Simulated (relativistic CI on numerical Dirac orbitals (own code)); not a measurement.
# Er: one ion under different settings

How much do the settings matter for Er? One ion, several inputs.

Program: relativistic CI on numerical Dirac orbitals (own code) version 3. Level of theory: Dirac-Coulomb-Breit CI, KLI orbitals optimised for each configuration, model QED (radiative potential, 1s self-energy scaled to tabulated hydrogen-like ionisation energies), numerical settings as typed. These are calculated values, not measurements, unless marked.

## Step 1: What is computed

```
ion            : Er (Er I)
nuclear charge : 68
electrons      : 68
isotope        : A = 166
```

## Step 2: A try

Settings, as recorded:

```ini
atom Er  Z=68  charge=0  electrons=68
nucleus A=166  rms_radius_fm=5.2516
hamiltonian dirac-coulomb  breit=on  qed=on  c_scale=1
orbitals kli  potential=per-configuration
slater_scale 1
correlation none
mixing on
grid step=0.0125 r_max=259.4
scf mixing=0.4 start=green max_iterations=6 tolerance=2e-08 node_fill=0.05
configurations
  [Xe] 4f12 6s2
  [Xe] 4f12 6s 6p
  [Xe] 4f11 6s2 6p
end
```

On the command line:

```
> python run_levels.py task.json out
```

task.json lists these runs, among others, and the program works through them in turn.

From the run's result record (rounded, not every field):

```text
{
  "status": "not_converged",
  "warnings": ["SCF of 1s2 2s2 2p6 3s2 3p6 3d10 4s2 4p6 4d10 4f12 5s2 5p6 6s2 did not converge"],
  "scf_steps of the first configuration [iteration, E_Ha, residual, outer_eigenvalue_Ha]": [
    [1, -13081.8356, 2.11, -0.2719],
    [2, -13071.06165, 4.77, -0.1887],
    [3, -13090.74852, 1.02, -0.3567],
    [4, -13091.9152, 0.586, -0.3408],
    [5, -13092.07713, 0.432, -0.2769],
    [6, -13092.17064, 0.153, -0.2446]
  ]
}
```

It took 0.059 s on 1 thread, shared host.

Diagnosis: the run ended without a result. The SCF ran into its iteration limit before the residual met the tolerance. The input had iteration limit 6. The cure is to restore the usual settings of the SCF.

## Step 3: With the usual settings

Changes to the settings of step 2:

```diff
@@ -8,3 +8,3 @@
 grid step=0.0125 r_max=259.4
-scf mixing=0.4 start=green max_iterations=6 tolerance=2e-08 node_fill=0.05
+scf mixing=0.4 start=green max_iterations=150 tolerance=2e-08 node_fill=0.05
 configurations
```

Main fields:

```text
{
  "status": "converged",
  "levels [i, E_cm, J2, conf, term, w_term, w_jj]": [
    [0, 0, 14, "4f11 6s2 6p", "5H", 0.706, 0.7349],
    [1, 216.0294, 16, "4f11 6s2 6p", "3K", 0.4882, 0.7465],
    [2, 2595.9734, 18, "4f11 6s2 6p", "5K", 0.977, 0.7479],
    [3, 2997.0981, 16, "4f11 6s2 6p", "5I", 0.6801, 0.7469],
    [4, 3131.7324, 12, "4f11 6s2 6p", "3H", 0.6891, 0.7436],
    [5, 3191.4502, 14, "4f11 6s2 6p", "3I", 0.5897, 0.7268],
    [6, 6604.8121, 12, "4f11 6s2 6p", "5H", 0.4231, 0.8952],
    [7, 6624.6592, 14, "4f11 6s2 6p", "5K", 0.4266, 0.9039],
    [8, 9128.6846, 16, "4f11 6s2 6p", "5K", 0.7482, 0.9093],
    [9, 9347.3819, 10, "4f11 6s2 6p", "5H", 0.5557, 0.8686],
    [10, 9452.6682, 14, "4f11 6s2 6p", "5I", 0.5968, 0.9076],
    [11, 9470.4717, 12, "4f11 6s2 6p", "3I", 0.3313, 0.8601],
    [12, 10589.125, 12, "4f11 6s2 6p", "5K", 0.4832, 0.4681],
    [13, 10647.033, 10, "4f11 6s2 6p", "3H", 0.5182, 0.4579],
    "... 16 more rows left out ..."
  ],
  "total_energy [Ha]": -13070.927756,
  "n_levels_all": 393,
  "overlap": 1.58165e-11,
  "scf_iterations": [48, 15, 12],
  "orbital_energies [Ha]": {"1s": -2103.84, "2s": -353.441, "2p1/2": -336.574, "2p3/2": -302.968, "3s": -79.4603, "3p1/2": -72.0805, "3p3/2": -65.0127, "3d3/2": -52.4261, "3d5/2": -50.883, "4s": -15.9996, "4p1/2": -13.0483, "4p3/2": -11.4733, "4d3/2": -6.61877, "4d5/2": -6.33297, "5s": -2.24425, "5p1/2": -1.44933, "5p3/2": -1.25335, "4f5/2": -0.505137, "4f7/2": -0.465476, "6s": -0.486187},
  "configurations [conf, odd, states, E_av_Ha, breit_Ha, qed_Ha]": [
    ["4f12 6s2", 0, 91, -13092.17171, 12.78, 8.614],
    ["4f12 6s 6p", 1, 1092, -13092.10704, 12.78, 8.613],
    ["4f11 6s2 6p", 0, 2184, -13092.12936, 12.79, 8.615]
  ],
  "scf_steps of the first configuration [iteration, E_Ha, residual, outer_eigenvalue_Ha]": [
    [1, -13081.8356, 2.11, -0.2719],
    [2, -13071.06165, 4.77, -0.1887],
    [3, -13090.74852, 1.02, -0.3567],
    [4, -13091.9152, 0.586, -0.3408],
    [5, -13092.07713, 0.432, -0.2769],
    [6, -13092.17064, 0.153, -0.2446],
    [7, -13092.17295, 0.0784, -0.2222],
    [8, -13092.17485, 0.203, -0.1901],
    [9, -13092.17492, 0.199, -0.1952],
    [10, -13092.17458, 0.192, -0.2024],
    ["...", "...", "...", "..."],
    [39, -13092.17173, 9.46e-05, -0.4862],
    [40, -13092.17171, 1.64e-05, -0.4862],
    [41, -13092.17171, 5.64e-06, -0.4862],
    [42, -13092.17171, 2.38e-06, -0.4862],
    [43, -13092.17171, 7.24e-07, -0.4862],
    [44, -13092.17171, 2.75e-07, -0.4862],
    [45, -13092.17171, 1.13e-07, -0.4862],
    [46, -13092.17171, 5.95e-08, -0.4862],
    [47, -13092.17171, 2.8e-08, -0.4862],
    [48, -13092.17171, 3.66e-09, -0.4862]
  ]
}
```

Wall time 0.76 s (1 thread, shared host).

## Step 4: Breit term off

Changes to the settings of step 3:

```diff
@@ -2,3 +2,3 @@
 nucleus A=166  rms_radius_fm=5.2516
-hamiltonian dirac-coulomb  breit=on  qed=on  c_scale=1
+hamiltonian dirac-coulomb  breit=off  qed=on  c_scale=1
 orbitals kli  potential=per-configuration
```

Main fields:

```text
{
  "status": "converged",
  "levels [i, E_cm, J2, conf, term, w_term]": [
    [0, 0, 14, "4f11 6s2 6p", "5H", 0.7025],
    [1, 223.14881, 16, "4f11 6s2 6p", "3K", 0.4882],
    [2, 2638.8119, 18, "4f11 6s2 6p", "5K", 0.9741],
    [3, 3038.6833, 16, "4f11 6s2 6p", "5I", 0.6784],
    [4, 3169.9378, 12, "4f11 6s2 6p", "3H", 0.6921],
    [5, 3233.637, 14, "4f11 6s2 6p", "3I", 0.5908],
    [6, 6911.2386, 12, "4f11 6s2 6p", "5H", 0.4258],
    [7, 6937.1522, 14, "4f11 6s2 6p", "5K", 0.4261],
    "... 22 more rows left out ..."
  ],
  "total_energy [Ha]": -13083.717081,
  "n_levels_all": 393,
  "overlap": 1.58165e-11,
  "scf_iterations": [48, 15, 12],
  "orbital_energies [Ha]": {"1s": -2103.84, "2s": -353.441, "2p1/2": -336.574, "2p3/2": -302.968, "3s": -79.4603, "3p1/2": -72.0805, "3p3/2": -65.0127, "3d3/2": -52.4261, "3d5/2": -50.883, "4s": -15.9996, "4p1/2": -13.0483, "4p3/2": -11.4733, "4d3/2": -6.61877, "4d5/2": -6.33297, "5s": -2.24425, "5p1/2": -1.44933, "5p3/2": -1.25335, "4f5/2": -0.505137, "4f7/2": -0.465476, "6s": -0.486187},
  "configurations [conf, odd, states, E_av_Ha, breit_Ha, qed_Ha]": [
    ["4f12 6s2", 0, 91, -13092.17171, 0, 8.614],
    ["4f12 6s 6p", 1, 1092, -13092.10704, 0, 8.613],
    ["4f11 6s2 6p", 0, 2184, -13092.12936, 0, 8.615]
  ],
  "scf_steps of the first configuration [iteration, E_Ha, residual, outer_eigenvalue_Ha]": [
    [1, -13081.8356, 2.11, -0.2719],
    [2, -13071.06165, 4.77, -0.1887],
    [3, -13090.74852, 1.02, -0.3567],
    [4, -13091.9152, 0.586, -0.3408],
    [5, -13092.07713, 0.432, -0.2769],
    [6, -13092.17064, 0.153, -0.2446],
    [7, -13092.17295, 0.0784, -0.2222],
    [8, -13092.17485, 0.203, -0.1901],
    [9, -13092.17492, 0.199, -0.1952],
    [10, -13092.17458, 0.192, -0.2024],
    ["...", "...", "...", "..."],
    [39, -13092.17173, 9.46e-05, -0.4862],
    [40, -13092.17171, 1.64e-05, -0.4862],
    [41, -13092.17171, 5.64e-06, -0.4862],
    [42, -13092.17171, 2.38e-06, -0.4862],
    [43, -13092.17171, 7.24e-07, -0.4862],
    [44, -13092.17171, 2.75e-07, -0.4862],
    [45, -13092.17171, 1.13e-07, -0.4862],
    [46, -13092.17171, 5.95e-08, -0.4862],
    [47, -13092.17171, 2.8e-08, -0.4862],
    [48, -13092.17171, 3.66e-09, -0.4862]
  ]
}
```

Run time: 0.7 s. Hardware: 1 thread, shared host.

## Step 5: QED terms off, potential mixing 0.7

Settings, as recorded:

```ini
atom Er  Z=68  charge=0  electrons=68
nucleus A=166  rms_radius_fm=5.2516
hamiltonian dirac-coulomb  breit=on  qed=off  c_scale=1
orbitals kli  potential=per-configuration
slater_scale 1
correlation none
mixing on
grid step=0.0125 r_max=259.4
scf mixing=0.7 start=green max_iterations=150 tolerance=2e-08 node_fill=0.05
configurations
  [Xe] 4f12 6s2
  [Xe] 4f12 6s 6p
  [Xe] 4f11 6s2 6p
end
```

Main fields:

```text
{
  "status": "converged",
  "levels [i, E_cm, J2, conf, term, w_term]": [
    [0, 0, 14, "4f11 6s2 6p", "5H", 0.7063],
    [1, 215.96157, 16, "4f11 6s2 6p", "3K", 0.4882],
    [2, 2593.133, 18, "4f11 6s2 6p", "5K", 0.9772],
    [3, 2994.221, 16, "4f11 6s2 6p", "5I", 0.6802],
    [4, 3128.8241, 12, "4f11 6s2 6p", "3H", 0.6887],
    [5, 3188.3957, 14, "4f11 6s2 6p", "3I", 0.5895],
    [6, 6575.381, 12, "4f11 6s2 6p", "5H", 0.4227],
    [7, 6595.0467, 14, "4f11 6s2 6p", "5K", 0.4266],
    "... 22 more rows left out ..."
  ],
  "total_energy [Ha]": -13079.542163,
  "n_levels_all": 393,
  "overlap": 1.5818e-11,
  "scf_iterations": [39, 18, 17],
  "orbital_energies [Ha]": {"1s": -2103.84, "2s": -353.441, "2p1/2": -336.574, "2p3/2": -302.968, "3s": -79.4603, "3p1/2": -72.0805, "3p3/2": -65.0127, "3d3/2": -52.4261, "3d5/2": -50.883, "4s": -15.9996, "4p1/2": -13.0483, "4p3/2": -11.4733, "4d3/2": -6.61877, "4d5/2": -6.33297, "5s": -2.24425, "5p1/2": -1.44933, "5p3/2": -1.25335, "4f5/2": -0.505137, "4f7/2": -0.465476, "6s": -0.486187},
  "configurations [conf, odd, states, E_av_Ha, breit_Ha, qed_Ha]": [
    ["4f12 6s2", 0, 91, -13092.17171, 12.78, 0],
    ["4f12 6s 6p", 1, 1092, -13092.10704, 12.78, 0],
    ["4f11 6s2 6p", 0, 2184, -13092.12936, 12.79, 0]
  ],
  "scf_steps of the first configuration [iteration, E_Ha, residual, outer_eigenvalue_Ha]": [
    [1, -13081.8356, 2.11, -0.2719],
    [2, -13000.5643, 5.59, -0.1543],
    [3, -13091.299, 0.338, -0.5011],
    [4, -13091.49235, 0.898, -0.3951],
    [5, -13092.08135, 0.464, -0.3823],
    [6, -13092.10534, 0.415, -0.3555],
    [7, -13092.15755, 0.261, -0.2802],
    [8, -13092.03471, 0.542, -0.4184],
    [9, -13092.17384, 0.19, -0.2045],
    [10, -13092.17251, 0.194, -0.1997],
    ["...", "...", "...", "..."],
    [30, -13092.17179, 0.000302, -0.4861],
    [31, -13092.17164, 0.000297, -0.4862],
    [32, -13092.17165, 0.000278, -0.4862],
    [33, -13092.17166, 0.000212, -0.4862],
    [34, -13092.17173, 9.89e-05, -0.4862],
    [35, -13092.17171, 2.1e-05, -0.4862],
    [36, -13092.17171, 3.26e-06, -0.4862],
    [37, -13092.17171, 4.38e-07, -0.4862],
    [38, -13092.17171, 4.39e-08, -0.4862],
    [39, -13092.17171, 8.13e-09, -0.4862]
  ]
}
```

It took 0.73 s on 1 thread, shared host.

## Step 6: Slater scale 1.2

Settings, as recorded:

```ini
atom Er  Z=68  charge=0  electrons=68
nucleus A=166  rms_radius_fm=5.2516
hamiltonian dirac-coulomb  breit=on  qed=on  c_scale=1
orbitals kli  potential=per-configuration
slater_scale 1.2
correlation none
mixing on
grid step=0.0125 r_max=259.4
scf mixing=0.4 start=green max_iterations=150 tolerance=2e-08 node_fill=0.05
configurations
  [Xe] 4f12 6s2
  [Xe] 4f12 6s 6p
  [Xe] 4f11 6s2 6p
end
```

Main fields:

```text
{
  "status": "converged",
  "levels [i, E_cm, J2, conf, term, w_term]": [
    [0, 0, 14, "4f11 6s2 6p", "5H", 0.7278],
    [1, 266.26964, 16, "4f11 6s2 6p", "3K", 0.4873],
    [2, 2605.2846, 18, "4f11 6s2 6p", "5K", 0.9827],
    [3, 3084.8553, 16, "4f11 6s2 6p", "5I", 0.6849],
    [4, 3244.0317, 12, "4f11 6s2 6p", "3H", 0.6756],
    [5, 3319.4273, 14, "4f11 6s2 6p", "3I", 0.5928],
    [6, 6647.2913, 12, "4f11 6s2 6p", "5H", 0.4216],
    [7, 6670.43, 14, "4f11 6s2 6p", "5K", 0.4319],
    "... 22 more rows left out ..."
  ],
  "total_energy [Ha]": -13070.959032,
  "n_levels_all": 393,
  "overlap": 1.58165e-11,
  "scf_iterations": [48, 15, 12],
  "orbital_energies [Ha]": {"1s": -2103.84, "2s": -353.441, "2p1/2": -336.574, "2p3/2": -302.968, "3s": -79.4603, "3p1/2": -72.0805, "3p3/2": -65.0127, "3d3/2": -52.4261, "3d5/2": -50.883, "4s": -15.9996, "4p1/2": -13.0483, "4p3/2": -11.4733, "4d3/2": -6.61877, "4d5/2": -6.33297, "5s": -2.24425, "5p1/2": -1.44933, "5p3/2": -1.25335, "4f5/2": -0.505137, "4f7/2": -0.465476, "6s": -0.486187},
  "configurations [conf, odd, states, E_av_Ha, breit_Ha, qed_Ha]": [
    ["4f12 6s2", 0, 91, -13092.17171, 12.78, 8.614],
    ["4f12 6s 6p", 1, 1092, -13092.10704, 12.78, 8.613],
    ["4f11 6s2 6p", 0, 2184, -13092.12936, 12.79, 8.615]
  ],
  "scf_steps of the first configuration [iteration, E_Ha, residual, outer_eigenvalue_Ha]": [
    [1, -13081.8356, 2.11, -0.2719],
    [2, -13071.06165, 4.77, -0.1887],
    [3, -13090.74852, 1.02, -0.3567],
    [4, -13091.9152, 0.586, -0.3408],
    [5, -13092.07713, 0.432, -0.2769],
    [6, -13092.17064, 0.153, -0.2446],
    [7, -13092.17295, 0.0784, -0.2222],
    [8, -13092.17485, 0.203, -0.1901],
    [9, -13092.17492, 0.199, -0.1952],
    [10, -13092.17458, 0.192, -0.2024],
    ["...", "...", "...", "..."],
    [39, -13092.17173, 9.46e-05, -0.4862],
    [40, -13092.17171, 1.64e-05, -0.4862],
    [41, -13092.17171, 5.64e-06, -0.4862],
    [42, -13092.17171, 2.38e-06, -0.4862],
    [43, -13092.17171, 7.24e-07, -0.4862],
    [44, -13092.17171, 2.75e-07, -0.4862],
    [45, -13092.17171, 1.13e-07, -0.4862],
    [46, -13092.17171, 5.95e-08, -0.4862],
    [47, -13092.17171, 2.8e-08, -0.4862],
    [48, -13092.17171, 3.66e-09, -0.4862]
  ]
}
```

It took 0.75 s on 1 thread, shared host.

## Step 7: Nuclear radius 525.16

Settings, as recorded:

```ini
atom Er  Z=68  charge=0  electrons=68
nucleus A=166  rms_radius_fm=525.1600
hamiltonian dirac-coulomb  breit=on  qed=on  c_scale=1
orbitals kli  potential=per-configuration
slater_scale 1
correlation none
mixing on
grid step=0.0125 r_max=259.4
scf mixing=0.4 start=green max_iterations=71 tolerance=2e-08 node_fill=0.05
configurations
  [Xe] 4f12 6s2
  [Xe] 4f12 6s 6p
  [Xe] 4f11 6s2 6p
end
```

Main fields:

```text
{
  "status": "converged",
  "levels [i, E_cm, J2, conf, term, w_term]": [
    [0, 0, 12, "4f12 6s2", "3H", 0.9934],
    [1, 2267.6135, 12, "4f12 6s 6p", "5G*", 0.819],
    [2, 2950.6246, 12, "4f12 6s 6p", "3I*", 0.4314],
    [3, 3010.5774, 14, "4f12 6s 6p", "5I*", 0.4302],
    [4, 3170.2285, 10, "4f12 6s 6p", "3G*", 0.4332],
    [5, 3595.3619, 16, "4f12 6s 6p", "5I*", 0.9939],
    [6, 4226.5539, 8, "4f12 6s 6p", "3G*", 0.4792],
    [7, 4280.1793, 14, "4f12 6s 6p", "5H*", 0.7408],
    "... 22 more rows left out ..."
  ],
  "total_energy [Ha]": -11696.343179,
  "n_levels_all": 393,
  "overlap": 1.22088e-11,
  "scf_iterations": [13, 13, 12],
  "orbital_energies [Ha]": {"1s": -1543.34, "2s": -279.325, "2p1/2": -331.951, "2p3/2": -305.406, "3s": -62.9792, "3p1/2": -70.8407, "3p3/2": -65.4644, "3d3/2": -53.1066, "3d5/2": -51.5238, "4s": -11.9305, "4p1/2": -12.5808, "4p3/2": -11.3945, "4d3/2": -6.55987, "4d5/2": -6.26561, "5s": -1.4229, "5p1/2": -1.18843, "5p3/2": -1.04001, "4f5/2": -0.343401, "4f7/2": -0.301121, "6s": -0.167171},
  "configurations [conf, odd, states, E_av_Ha, breit_Ha, qed_Ha]": [
    ["4f12 6s2", 0, 91, -11708.04037, 9.188, 2.595],
    ["4f12 6s 6p", 1, 1092, -11708.00471, 9.188, 2.595],
    ["4f11 6s2 6p", 0, 2184, -11707.84962, 9.192, 2.596]
  ],
  "scf_steps of the first configuration [iteration, E_Ha, residual, outer_eigenvalue_Ha]": [
    [1, -11701.3446, 1.83, -0.2003],
    [2, -11707.65107, 0.26, -0.1607],
    [3, -11707.96388, 0.168, -0.1645],
    [4, -11707.99781, 0.161, -0.1649],
    [5, -11708.0074, 0.137, -0.1652],
    [6, -11708.0422, 0.0142, -0.1675],
    [7, -11708.04111, 0.00679, -0.1674],
    [8, -11708.04047, 0.000955, -0.1672],
    [9, -11708.04035, 8.17e-05, -0.1672],
    [10, -11708.04039, 0.000174, -0.1672],
    [11, -11708.04037, 6e-06, -0.1672],
    [12, -11708.04037, 1.92e-06, -0.1672],
    [13, -11708.04037, 5.06e-09, -0.1672]
  ]
}
```

Run time: 0.54 s. Hardware: 1 thread, shared host.

This setting is unsound; the numbers are not properties of the ion.

## Step 8: The runs side by side

| setting | total energy less usual (Ha) | largest shift of a level among the lowest eight of both runs, same label and place (cm⁻¹) | SCF iterations | time | lowest level | kind of change |
| --- | --- | --- | --- | --- | --- | --- |
| usual | 0 | 0 | 75 | 0.76 s | 4f11 6s2 6p 5H7 | - |
| Breit term off | -12.8 | 312 | 75 | 0.7 s | 4f11 6s2 6p 5H7 | model term |
| QED terms off, potential mixing 0.7 | -8.61 | 29.6 | 74 | 0.73 s | 4f11 6s2 6p 5H7 | model term |
| Slater scale 1.2 | -0.0313 | 128 | 75 | 0.75 s | 4f11 6s2 6p 5H7 | model term |
| nuclear radius 525.16 | 1.37e+03 | - | 38 | 0.54 s | 4f12 6s2 3H6 | unsound |

## Step 9: Results

| quantity | value |
| --- | --- |
| lowest level, usual settings | 4f11 6s2 6p 5H7 |
| total energy | -13070.9278 Ha |
| first excitation | 216.0 cm⁻¹ |
| runs without a result | 1 |

In words: The lowest level changes under «nuclear radius 525.16». Among the runs whose levels can be followed, they move most under «Breit term off» (model term), by up to 312 cm⁻¹. Only the listed configurations are in the model. The computed lowest level is not of the first configuration typed, so it may not be the ion's true ground level. Near neutrality, missing correlation can shift configurations against each other by thousands of cm⁻¹.
